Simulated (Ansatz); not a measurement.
# NbTe (zincblende): which electronic and magnetic state is lowest, part 2 of 2

Task: compare starts of the moments and shells of NbTe (zincblende) at a fixed cell. This structure was made by substitution into a known type, so it needn't be the compound's stable form.

Ansatz 0.2.0; DFT PBE, scalar-relativistic, plane waves, PAW.

## Step 4: Antiferromagnetic, doubled cell, propagation vector (0, 1/2, 1/2)

input.yaml reads:

```yaml
crystal:
  lattice:
    - [0.0, 3.1846619175, 3.1846619175]
    - [6.369323835, 3.1846619175, 3.1846619175]
    - [6.369323835, 6.369323835, 0.0]
  atoms:
    - { symbol: Nb, position: [0.0, 0.0, 0.0], spin: 2.0 }
    - { symbol: Te, position: [0.25, 0.25, 0.0] }
    - { symbol: Nb, position: [0.0, 0.0, 0.5], spin: -2.0 }
    - { symbol: Te, position: [0.25, 0.25, 0.5] }
basis:
  ecutwfc: 420
  ecutrho_ratio: 4
kpoints:
  mp_grid: { grid: [10, 10, 5] }
hamiltonian:
  xc: pbe
scf:
  occupations: { method: gaussian, width: 0.05 }
output:
  forces: true
  stress: true
  eigenvalues: true
  populations: true
magnetization:
  spin_polarized: true
```

Output:

```text
Warning: RAYON_NUM_THREADS=2 ignored (pool sized by the plan → 2); use --threads N
Engine: ansatz 0.2.0, aarch64-unknown-linux-gnu
Pseudopotentials: kind: paw
Pseudopotential: Nb, paw, valence charge 13, recommended cutoff 420 eV (normal), Nb.paw.azcp
Pseudopotential: Te, paw, valence charge 16, recommended cutoff 420 eV (normal), Te.paw.azcp
Functional definition: PBE
  parameter kappa = 0.804
  parameter beta = 0.06672455060314922
  exchange = pbe_x(kappa = kappa, mu = beta*pi^2/3)
  correlation = pbe_c(beta = beta)
Crystal: 4 atoms, lattice volume = 129.196 Å³
Basis set: ecut = 420 eV, 2509 PW (Γ), exchange–correlation on 64×108×128 points (8 copies of the dense FFT grid, shifted against one another)
Bands: 38, of which v1, the nominal top of the filled ones, is band 29 counted from 1 (28 counted from 0)
Symmetry: 8 space group operations
Space group: P-4m2 (ITA 115), of the structure as read, at distance tolerance 5.1e-5 Å
Magnetic group: BNS 115.290 (UNI 950), of the structure as read, at distance tolerance 5.1e-5 Å
k-points: 63 of 500 (time reversal used)
Non-local potential: Nb, projectors of the file, l = 0: 3, l = 1: 2, l = 2: 2, l = 3: 1
Non-local potential: Te, projectors of the file, l = 0: 2, l = 1: 2, l = 2: 2, l = 3: 2
PAW form: soft (Blöchl's): semilocal exchange-correlation on the pseudo side does not see the compensation charge
PAW one-centre angular grid: Nb, 590 points (default); XC on 64 Gauss nodes
PAW one-centre angular grid: Te, 590 points (default); XC on 64 Gauss nodes
Initial density: superposition of atomic densities (chi_scale 0.1, normalization cell)
Starting moments: Σ|m| = 4 μB on 2 of 4 sites
Starting magnetic order: antiferromagnet; a translation exchanges its spin sublattices: spin-degenerate at every k-point
Initial wavefunctions: pseudopotential atomic-orbital guess
Functional: x = pbe(κ = 0.804, μ = 0.2195149727645171), c = pbe(β = 0.06672455060314922)
SCF iter   1: F=—  HF=-23062.491767 eV  |F-HF|=—  |Δ(HF+E_count)|=         —  Δρ=2.05e-2 (↑2.05e-2 ↓2.05e-2)  dr2=2.43e0  dr2_m=1.36e-1  M=0.000 μB ∫|m|=3.319 μB  β_m=0.30  ethr=3.10e-3  ⟨swp⟩=6.3  Hψ=10014  notcnv=0  defer=3
Mixer restart at iter 1: flushing history
preconditioner: auto → Kerker (q_TF=auto, 2.387 Å⁻¹)  [metal: Δε(μ)=0.008 eV  Ē_g=6.653 eV  σ=0.050 eV  W_gap=0.09  n_scr=28 (ndim 8)  ℏωp=15.3 eV  f_vac=0.005  D(μ)=4.82/eV (n_scr^D=36)]
spin=Collinear: Kerker preconditioning applied to the charge; magnetization (m = ρ↑ − ρ↓) channel mixes plain (no charge-response kernel on spin).
SCF iter   2: F=—  HF=-23062.355429 eV  |F-HF|=—  |Δ(HF+E_count)|=   1.36e-1  Δρ=1.51e-2 (↑1.51e-2 ↓1.51e-2)  dr2=1.22e0  dr2_m=7.19e-2  M=0.000 μB ∫|m|=3.411 μB  β_m=0.65  ethr=3.10e-3  ⟨swp⟩=2.0  Hψ=3296  notcnv=0  defer=88
SCF iter   3: F=—  HF=-23062.160294 eV  |F-HF|=—  |Δ(HF+E_count)|=   1.95e-1  Δρ=4.19e-3 (↑4.19e-3 ↓4.19e-3)  dr2=3.73e-2  dr2_m=1.12e-2  M=0.000 μB ∫|m|=3.712 μB  β_m=0.82  ethr=2.11e-3  ⟨swp⟩=3.0  Hψ=4069  notcnv=0  defer=131
SCF iter   4: F=—  HF=-23062.201521 eV  |F-HF|=—  |Δ(HF+E_count)|=   4.12e-2  Δρ=9.62e-4 (↑9.62e-4 ↓9.62e-4)  dr2=4.13e-3  dr2_m=3.13e-4  M=0.000 μB ∫|m|=3.750 μB  β_m=0.90  ethr=6.43e-5  ⟨swp⟩=2.2  Hψ=5205  notcnv=0  defer=124
SCF iter   5: F=—  HF=-23062.201626 eV  |F-HF|=—  |Δ(HF+E_count)|=   1.05e-4  Δρ=3.08e-4 (↑3.08e-4 ↓3.08e-4)  dr2=8.21e-4  dr2_m=1.81e-5  M=0.000 μB ∫|m|=3.756 μB  β_m=0.95  ethr=7.13e-6  ⟨swp⟩=2.0  Hψ=4074  notcnv=0  defer=124
SCF iter   6: F=—  HF=-23062.202002 eV  |F-HF|=—  |Δ(HF+E_count)|=   3.75e-4  Δρ=1.26e-4 (↑1.26e-4 ↓1.26e-4)  dr2=1.14e-4  dr2_m=3.76e-6  M=0.000 μB ∫|m|=3.754 μB  β_m=0.97  ethr=1.42e-6  ⟨swp⟩=3.0  Hψ=4314  notcnv=0  defer=124
SCF iter   7: F=—  HF=-23062.202110 eV  |F-HF|=—  |Δ(HF+E_count)|=   1.08e-4  Δρ=4.35e-5 (↑4.35e-5 ↓4.35e-5)  dr2=1.70e-5  dr2_m=1.66e-7  M=0.000 μB ∫|m|=3.751 μB  β_m=0.99  ethr=1.96e-7  ⟨swp⟩=2.0  Hψ=3037  notcnv=0  defer=124
SCF iter   8: F=—  HF=-23062.202134 eV  |F-HF|=—  |Δ(HF+E_count)|=   2.44e-5  Δρ=1.39e-5 (↑1.39e-5 ↓1.39e-5)  dr2=1.65e-6  dr2_m=4.24e-8  M=0.000 μB ∫|m|=3.750 μB  β_m=0.99  ethr=2.94e-8  ⟨swp⟩=2.0  Hψ=3096  notcnv=0  defer=124
SCF iter   9: F=—  HF=-23062.202136 eV  |F-HF|=—  |Δ(HF+E_count)|=   1.36e-6  Δρ=4.19e-6 (↑4.19e-6 ↓4.19e-6)  dr2=1.41e-7  dr2_m=1.67e-9  M=0.000 μB ∫|m|=3.750 μB  β_m=1.00  ethr=2.85e-9  ⟨swp⟩=2.0  Hψ=3080  notcnv=0  defer=124
SCF iter  10: F=—  HF=-23062.202136 eV  |F-HF|=—  |Δ(HF+E_count)|=   8.95e-8  Δρ=1.65e-6 (↑1.65e-6 ↓1.65e-6)  dr2=2.33e-8  dr2_m=7.20e-10  M=0.000 μB ∫|m|=3.750 μB  β_m=1.00  ethr=2.43e-10  ⟨swp⟩=2.0  Hψ=2997  notcnv=0  defer=124
SCF iter  11: F=-23062.202136 eV  HF=-23062.202136 eV  |F-HF|=7.89e-10  |Δ(HF+E_count)|=   8.91e-9  Δρ=6.54e-7 (↑6.54e-7 ↓6.54e-7)  dr2=4.00e-9  dr2_m=3.28e-12  M=0.000 μB ∫|m|=3.750 μB  ethr=4.01e-11  ⟨swp⟩=9.4  Hψ=8981  notcnv=0
SCF 1 converged in 11 iterations: F = -23062.202136 eV  dr2 = 4.00e-9
WARN: an SCF from ferromagnetic starting moments (-2.00, 0.00, -2.00, 0.00 Bohr magnetons, atom by atom) was not made, by what the run has read of turns of its moments that order reads lower: the deck asks for what bars it, or types moments that do (magnetization.spin_polarized, in the input reference, names some of the keys), or the run goes by scf.lower_state_search: light, the default, which as a rule tries one only behind a close that has lost an order of both signs, or on which an open d or half-filled 4f shell of a PAW file has lost a moment that was set nearer to Hund's than to what is left; or, under a Hubbard U, one that names an f shell that the input leaves bare beside given moments, or a larger moment for a shell of low spin that is given one. standard, with a start from the atoms, tries one behind each close (in a relaxation, ahead of its steps or at their end). To set out from that order, type those moments (crystal.atoms[].spin; where shells were raised to Hund's moment, beside crystal.symmetry.detect: false) under scf.lower_state_search: light. The bands of the close that named these starting moments, or of the one ahead of a search that led to it (under cold or Methfessel-Paxton smearing those of the Gaussian ahead of it) read a cost of -103.33 meV for the turn to them, carried on from a small turn (-103.33 by the pairs of d shells alone)
SCF converged after 11 iterations
Magnetization: 0.0000 μB (29.0000 up, 29.0000 down)
Absolute magnetization: 3.7552 μB (∫|ρ↑−ρ↓|, with the PAW one-centre terms)
Spin contamination: 1.8126 ħ² per cell (⟨S²⟩ above its minimum at these occupations)
Per-site moments (μB) at R_I (Å): [(1.2279487699787568, 1.137674225745693), (9.447554775230801e-17, 1.1376742257456933), (-1.2279487699787568, 1.1376742257456933), (-7.557589309253461e-17, 1.137674225745693)]
Free energy (F): -23062.202136 eV
Harris-Foulkes:  -23062.202136 eV  (|F-HF|=7.89e-10)
Internal energy: -23062.198317 eV  (E = F + TS)
E sigma→0 (E₀):  -23062.200226 eV
Entropy (-TS):   -0.003818 eV (-0.955 meV/atom)
Fermi energy:    9.311101 eV
--- Per-component energies (eV) ---
  E_band       = -894.582475
  E_kinetic    = 1146.407821
  E_local      = -5151.187784  (includes V_loc(G=0)·N_el)
  E_nonlocal   = -373.146679
  E_hartree    = 2545.808757
  E_xc         = -594.925603
  E_vxc        = -628.017182  (∫ρ·V_xc dr)
  E_paw        = -15475.664234  (= ΣΔE_a)
  E_vpaw       = -980.254816  (= ΣTr[D̂ρ^β])
  E_aug_tail   = -0.000373  (compensation charges beyond the density's cutoff)
  E_ewald      = -5159.490222
  E_smearing   = -0.003818  (= −TS)
  E_closure    = 0.000000  (closes the sum)
  Σ components = -23062.202136   (vs F -23062.202136, Δ=0.00e0)
--- Forces (eV/Å), atoms counted from 1 ---
  atom   1  Nb     0.00000000     0.00000000    -0.00000000
  atom   2  Te    -0.00000000     0.00000000    -0.00000000
  atom   3  Nb     0.00000000     0.00000000    -0.00000000
  atom   4  Te     0.00000000     0.00000000    -0.00000000
  max |Σ_I F_I| component: 2.08e-17 eV/Å
--- Stress (GPa, compression-positive) ---
       -0.561068      -0.000000       0.000000
       -0.000000      -0.244624       0.000000
        0.000000       0.000000      -0.244624
  P = ⅓ Tr σ = -0.3501 GPa (-3.501 kbar)
--- Band table (eV; the first three rows and the last of 126) ---
  k-point 0 ↑: bands = ["-46.2378", "-45.3787", "-27.9237", "-27.9221", "-27.9221", "-27.9164", "-27.9164", "-27.9156", "-27.8985", "-27.8979", "-27.8969", "-27.8961", "-22.4318", "-22.3960", "-22.3960", "-21.4505", "-21.4092", "-21.4092", "-2.9267", "-2.1904", "4.4387", "5.6646", "5.6646", "5.6864", "6.3156", "6.3156", "8.4943", "8.7851", "8.7996", "10.0658", "10.1802", "10.1802", "10.4912", "10.7107", "13.1742", "13.2112", "13.2112", "14.2539"]
  k-point 1 ↑: bands = ["-46.2377", "-45.3786", "-27.9230", "-27.9218", "-27.9208", "-27.9178", "-27.9167", "-27.9137", "-27.8986", "-27.8980", "-27.8967", "-27.8960", "-22.4314", "-22.4021", "-22.3957", "-21.4501", "-21.4155", "-21.4089", "-2.8008", "-2.1978", "4.6930", "5.3432", "5.7364", "5.7489", "5.8933", "6.2381", "8.4275", "8.7524", "8.8866", "9.8834", "9.8898", "10.7045", "10.8599", "11.3280", "12.2637", "12.6723", "13.1733", "14.3883"]
  k-point 2 ↑: bands = ["-46.2376", "-45.3785", "-27.9215", "-27.9214", "-27.9200", "-27.9171", "-27.9171", "-27.9124", "-27.8986", "-27.8984", "-27.8963", "-27.8959", "-22.4301", "-22.4126", "-22.3952", "-21.4489", "-21.4262", "-21.4085", "-2.5180", "-2.2822", "4.9568", "5.1896", "5.2970", "5.7242", "5.8928", "6.0844", "8.6837", "8.7192", "9.2020", "9.5469", "10.0969", "10.4726", "10.8224", "11.3248", "11.6303", "12.5615", "13.2496", "14.2785"]
  k-point 62 ↓: bands = ["-46.2374", "-45.3783", "-27.9199", "-27.9199", "-27.9196", "-27.9157", "-27.9151", "-27.9105", "-27.8990", "-27.8990", "-27.8957", "-27.8957", "-22.4278", "-22.4137", "-22.4137", "-21.4464", "-21.4272", "-21.4272", "-2.1902", "-2.1902", "4.3768", "4.4780", "6.2066", "6.3099", "6.3099", "6.4007", "8.4357", "8.4357", "9.0037", "9.1015", "9.8641", "10.1710", "10.2494", "10.2494", "10.5536", "10.5684", "14.2336", "14.2336"]
--- Löwdin populations: 4 sites ---
  site symbol       q [e]    m [muB]
     0     Nb     12.9375     1.8712
     1     Te     15.9244     0.0000
     2     Nb     12.9375    -1.8712
     3     Te     15.9244     0.0000
  spilling = 0.004761 (of n_electrons = 58.000000)
```

Caution: the run may have ended on a state that is not the lowest.

It took 45 s on 2 threads of an Arm CPU, shared host; peak memory 0.75 GiB.

In short: volume 32.299 Å³/atom, pressure -0.35 GPa, no gap, moments in the atoms' spheres Nb 1.23, -1.23 μB.

Spin moments on the atoms, as numbers (put along z; the direction is arbitrary without spin–orbit coupling):

```csv
atom,x (μB),y (μB),z (μB)
Nb1,0.00,0.00,1.23
Nb3,0.00,0.00,-1.23
```

## Step 5: Small parallel starting moments

input.yaml reads:

```yaml
crystal:
  lattice:
    - [0.0, 3.1846619175, 3.1846619175]
    - [3.1846619175, 0.0, 3.1846619175]
    - [3.1846619175, 3.1846619175, 0.0]
  atoms:
    - { symbol: Nb, position: [0.0, 0.0, 0.0], spin: 0.5 }
    - { symbol: Te, position: [0.25, 0.25, 0.25] }
basis:
  ecutwfc: 420
  ecutrho_ratio: 4
kpoints:
  mp_grid: { grid: [10, 10, 10] }
hamiltonian:
  xc: pbe
scf:
  occupations: { method: gaussian, width: 0.05 }
output:
  forces: true
  stress: true
  eigenvalues: true
  populations: true
magnetization:
  spin_polarized: true
```

Output:

```text
Warning: RAYON_NUM_THREADS=2 ignored (pool sized by the plan → 2); use --threads N
[... 9 set-up lines as earlier in the session ...]
Crystal: 2 atoms, lattice volume = 64.598 Å³
Basis set: ecut = 420 eV, 1243 PW (Γ), exchange–correlation on 64×64×64 points (8 copies of the dense FFT grid, shifted against one another)
Bands: 19, of which v1, the nominal top of the filled ones, is band 15 counted from 1 (14 counted from 0)
[... 2 set-up lines as earlier in the session ...]
Magnetic group: BNS 216.74 (UNI 1576), of the structure as read, at distance tolerance 4.0e-5 Å
k-points: 47 of 1000 (time reversal used)
[... 6 set-up lines as earlier in the session ...]
Starting moments: Σ|m| = 0.5 μB on 1 of 2 sites
[... 2 set-up lines as earlier in the session ...]
SCF iter   1: F=—  HF=-11531.195099 eV  |F-HF|=—  |Δ(HF+E_count)|=         —  Δρ=2.56e-2 (↑1.53e-2 ↓2.56e-2)  dr2=1.28e0  dr2_m=7.66e-2  M=1.158 μB ∫|m|=1.173 μB  β_m=0.30  ethr=3.10e-3  ⟨swp⟩=6.0  Hψ=9603  notcnv=0
Mixer restart at iter 1: flushing history
preconditioner: auto → Kerker (q_TF=auto, 2.387 Å⁻¹)  [metal: Δε(μ)=0.009 eV  Ē_g=6.580 eV  σ=0.050 eV  W_gap=0.10  n_scr=14 (ndim 8)  ℏωp=15.3 eV  f_vac=0.005  D(μ)=3.63/eV (n_scr^D=26)]
spin=Collinear: Kerker preconditioning applied to the charge; magnetization (m = ρ↑ − ρ↓) channel mixes plain (no charge-response kernel on spin).
SCF iter   2: F=—  HF=-11531.192959 eV  |F-HF|=—  |Δ(HF+E_count)|=   2.14e-3  Δρ=2.41e-2 (↑1.42e-2 ↓2.41e-2)  dr2=6.03e-1  dr2_m=1.36e-1  M=1.549 μB ∫|m|=1.575 μB  β_m=0.55  ethr=3.10e-3  ⟨swp⟩=2.0  Hψ=2882  notcnv=0  defer=13
SCF iter   3: F=—  HF=-11531.163553 eV  |F-HF|=—  |Δ(HF+E_count)|=   2.94e-2  Δρ=7.31e-3 (↑7.31e-3 ↓6.78e-3)  dr2=2.57e-2  dr2_m=2.22e-2  M=2.089 μB ∫|m|=2.179 μB  β_m=0.70  ethr=2.08e-3  ⟨swp⟩=2.2  Hψ=2843  notcnv=0  defer=24
SCF iter   4: F=—  HF=-11531.181452 eV  |F-HF|=—  |Δ(HF+E_count)|=   1.79e-2  Δρ=2.22e-3 (↑2.22e-3 ↓1.53e-3)  dr2=5.00e-3  dr2_m=1.30e-3  M=2.167 μB ∫|m|=2.286 μB  β_m=0.85  ethr=8.87e-5  ⟨swp⟩=2.2  Hψ=3492  notcnv=0  defer=35
SCF iter   5: F=—  HF=-11531.182715 eV  |F-HF|=—  |Δ(HF+E_count)|=         —  Δρ=3.95e-4 (↑3.95e-4 ↓3.84e-4)  dr2=6.46e-4  dr2_m=1.70e-5  M=2.197 μB ∫|m|=2.328 μB  β_m=0.85  ethr=1.72e-5  ⟨swp⟩=2.5  Hψ=2956  notcnv=0  defer=36
Mixer restart at iter 5: flushing history
SCF iter   6: F=—  HF=-11531.183096 eV  |F-HF|=—  |Δ(HF+E_count)|=   3.81e-4  Δρ=2.44e-4 (↑2.11e-4 ↓2.44e-4)  dr2=2.40e-4  dr2_m=6.84e-6  M=2.203 μB ∫|m|=2.335 μB  β_m=0.93  ethr=2.23e-6  ⟨swp⟩=2.4  Hψ=2611  notcnv=0  defer=36
SCF iter   7: F=—  HF=-11531.183226 eV  |F-HF|=—  |Δ(HF+E_count)|=   1.30e-4  Δρ=8.65e-5 (↑8.65e-5 ↓7.73e-5)  dr2=3.15e-5  dr2_m=6.25e-7  M=2.210 μB ∫|m|=2.343 μB  β_m=0.94  ethr=8.28e-7  ⟨swp⟩=2.1  Hψ=2344  notcnv=0  defer=36
SCF iter   8: F=—  HF=-11531.183248 eV  |F-HF|=—  |Δ(HF+E_count)|=   2.17e-5  Δρ=3.57e-5 (↑2.80e-5 ↓3.57e-5)  dr2=4.85e-6  dr2_m=6.21e-8  M=2.212 μB ∫|m|=2.345 μB  β_m=0.97  ethr=1.09e-7  ⟨swp⟩=2.5  Hψ=2910  notcnv=0  defer=36
SCF iter   9: F=—  HF=-11531.183251 eV  |F-HF|=—  |Δ(HF+E_count)|=   2.98e-6  Δρ=1.87e-5 (↑1.57e-5 ↓1.87e-5)  dr2=7.00e-7  dr2_m=6.45e-8  M=2.212 μB ∫|m|=2.345 μB  β_m=0.99  ethr=1.67e-8  ⟨swp⟩=3.0  Hψ=3141  notcnv=0  defer=36
SCF iter  10: F=—  HF=-11531.183251 eV  |F-HF|=—  |Δ(HF+E_count)|=   4.58e-7  Δρ=6.91e-6 (↑5.48e-6 ↓6.91e-6)  dr2=1.07e-7  dr2_m=7.90e-9  M=2.212 μB ∫|m|=2.345 μB  β_m=0.99  ethr=2.41e-9  ⟨swp⟩=2.0  Hψ=2153  notcnv=0  defer=36
SCF iter  11: F=-11531.183251 eV  HF=-11531.183251 eV  |F-HF|=3.29e-9  |Δ(HF+E_count)|=   1.06e-7  Δρ=2.10e-6 (↑1.48e-6 ↓2.10e-6)  dr2=9.90e-9  dr2_m=6.79e-10  M=2.212 μB ∫|m|=2.345 μB  ethr=3.45e-10  ⟨swp⟩=5.0  Hψ=6499  notcnv=0
SCF 1 converged in 11 iterations: F = -11531.183251 eV  dr2 = 9.90e-9
SCF converged after 11 iterations
Magnetization: 2.2119 μB (15.6059 up, 13.3941 down)
Absolute magnetization: 2.3464 μB (∫|ρ↑−ρ↓|, with the PAW one-centre terms)
Spin contamination: 0.0198 ħ² per cell (⟨S²⟩ above its minimum at these occupations)
Per-site moments (μB) at R_I (Å): [(1.5083591366335458, 1.1376742257456933), (-0.0377506112017403, 1.1376742257456933)]
Free energy (F): -11531.183251 eV
Harris-Foulkes:  -11531.183251 eV  (|F-HF|=3.29e-9)
Internal energy: -11531.180799 eV  (E = F + TS)
E sigma→0 (E₀):  -11531.182025 eV
Entropy (-TS):   -0.002453 eV (-1.226 meV/atom)
Fermi energy:    9.328865 eV
--- Per-component energies (eV) ---
  E_band       = -447.301323
  E_kinetic    = 573.525813
  E_local      = -2575.994694  (includes V_loc(G=0)·N_el)
  E_nonlocal   = -186.482932
  E_hartree    = 1273.105342
  E_xc         = -297.693731
  E_vxc        = -314.323429  (∫ρ·V_xc dr)
  E_paw        = -7737.895299  (= ΣΔE_a)
  E_vpaw       = -490.235159  (= ΣTr[D̂ρ^β])
  E_aug_tail   = -0.000187  (compensation charges beyond the density's cutoff)
  E_ewald      = -2579.745111
  E_smearing   = -0.002453  (= −TS)
  E_closure    = 0.000000  (closes the sum)
  Σ components = -11531.183251   (vs F -11531.183251, Δ=0.00e0)
--- Forces (eV/Å), atoms counted from 1 ---
  atom   1  Nb     0.00000000    -0.00000000    -0.00000000
  atom   2  Te    -0.00000000     0.00000000     0.00000000
  max |Σ_I F_I| component: 1.72e-16 eV/Å
--- Stress (GPa, compression-positive) ---
        0.012293      -0.000000       0.000000
        0.000000       0.012293      -0.000000
        0.000000      -0.000000       0.012293
  P = ⅓ Tr σ = 0.0123 GPa (0.123 kbar)
--- Band table (eV; the first three rows and the last of 94) ---
  k-point 0 ↑: bands = ["-46.2854", "-27.9354", "-27.9354", "-27.9354", "-27.9084", "-27.9084", "-22.4607", "-22.4607", "-22.4607", "-2.9759", "5.4809", "5.4809", "5.4809", "8.5503", "8.5503", "10.4341", "12.9170", "12.9170", "12.9170"]
  k-point 1 ↑: bands = ["-46.2854", "-27.9352", "-27.9352", "-27.9346", "-27.9084", "-27.9084", "-22.4641", "-22.4613", "-22.4613", "-2.9251", "5.3434", "5.5100", "5.5100", "8.5281", "8.5281", "10.6935", "12.4467", "12.7838", "12.7838"]
  k-point 2 ↑: bands = ["-46.2852", "-27.9347", "-27.9347", "-27.9325", "-27.9084", "-27.9084", "-22.4730", "-22.4628", "-22.4628", "-2.7884", "5.0427", "5.5812", "5.5812", "8.5057", "8.5057", "10.9543", "11.7853", "12.3898", "12.3898"]
  k-point 46 ↓: bands = ["-45.2351", "-27.9418", "-27.9412", "-27.9367", "-27.9232", "-27.9225", "-21.2894", "-21.2716", "-21.2693", "-2.1913", "5.1739", "5.6993", "6.3984", "8.8461", "9.8432", "10.7436", "10.9410", "11.8928", "15.2908"]
--- Löwdin populations: 2 sites ---
  site symbol       q [e]    m [muB]
     0     Nb     12.9257     2.2891
     1     Te     15.9297    -0.1306
  spilling = 0.004986 (of n_electrons = 29.000000)
```

It took 16 s on 2 threads of an Arm CPU, shared host; peak memory 0.5 GiB.

Result: volume 32.299 Å³/atom, pressure 0.01 GPa, no gap, moments in the atoms' spheres Nb 1.51 μB.

## Step 6: The magnetic starts side by side

Energies have the smearing extrapolated to zero.

| start | from the base state (meV/atom) | gap (eV) | pressure (GPa) | moments in spheres (μB) |
| --- | --- | --- | --- | --- |
| ferromagnetic | 0.0 | metal | 0.01 | Nb 1.51 |
| no spin polarisation | 140.2 | metal | -2.74 | none |
| antiferromagnetic, doubled cell, propagation vector (0, 0, 1/2) | 24.0 | metal | -0.22 | Nb 1.34, -1.34 |
| antiferromagnetic, doubled cell, propagation vector (0, 1/2, 1/2) | 41.0 | metal | -0.35 | Nb 1.23, -1.23 |
| small parallel starting moments | 0.0 | metal | 0.01 | Nb 1.51 |

Propagation vectors are in units of the typed cell's reciprocal vectors.

## Step 7: Summary of results

The summary covers parts 1 to 2.

| quantity | value |
| --- | --- |
| lowest magnetic start | ferromagnetic |
| next in this table | 24.0 meV/atom higher |

The lowest state comes from the start «ferromagnetic», matched within 0.3 meV/atom by «small parallel starting moments»; the next lies 24.0 meV/atom higher. At this cell, forbidding spin polarisation costs 140 meV/atom. Only a few orders and starts were tried, so a lower state isn't excluded. Spin–orbit coupling is left out, though the cell holds Te; it can open a gap where p bands cross.
